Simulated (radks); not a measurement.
# Taking charge from the 1s level of Zr⁺ in fractions

An exercise on one series of results from a longer session: the logs are not shown, and one member is left open.

Method: scalar-relativistic Kohn-Sham, BLYP, spin-polarised, spherical densities, finite nucleus; open shells are filled with parallel spins first. Code: radks (a radial shooting solver on a logarithmic mesh, Libxc functionals) version 1.

**What is computed**

```
element            : zirconium (Z = 40)
charge             : +1
electrons          : 39
configuration      : 1s(up 1, down 1) 2s2 2p6 3s2 3p6 3d10 4s2 4p6 4d2 5s1
nuclear rms radius : 4.2694 fm
```

A shell typed twice in an input gives spin up, then spin down.

Set-up of the first run:

Input:

```text
Z 40
configuration 1s1 1s1 2s2 2p6 3s2 3p6 3d10 4s2 4p6 4d2 5s1
relativity scalar-relativistic
functional b88,lyp
spin polarised
nucleus finite rms 4.2694 fm
c 137.035999084
```

Among the steps run: Start: 1s(up 1, down 1) 2s2 2p6 3s2 3p6 3d10 4s2 4p6 4d2 5s1.

One table of the session follows, with a row left open; its other results are not shown here.

Radial moments (bohr):

```
  level     <r>  outermost maximum (interpolated)  90 % within  nodes
3d down  0.4526                             0.347        0.728      0
  4s up   1.214                              1.08         1.77      3
4s down       ?                                 ?            ?      ?
  4p up   1.371                              1.18         2.04      2
4p down   1.364                              1.18         2.03      2
  5s up   3.362                              2.96         4.89      4
  4d up   2.141                              1.60         3.44      1
4d down   2.153                              1.58         3.48      1
```

Estimate the missing values for 4s down.

As computed: <r>: 1.209; outermost maximum (interpolated): 1.07; 90 % within: 1.77; nodes: 3. In the column «<r>» it lies between 3d down (0.4526) and 4s up (1.214).
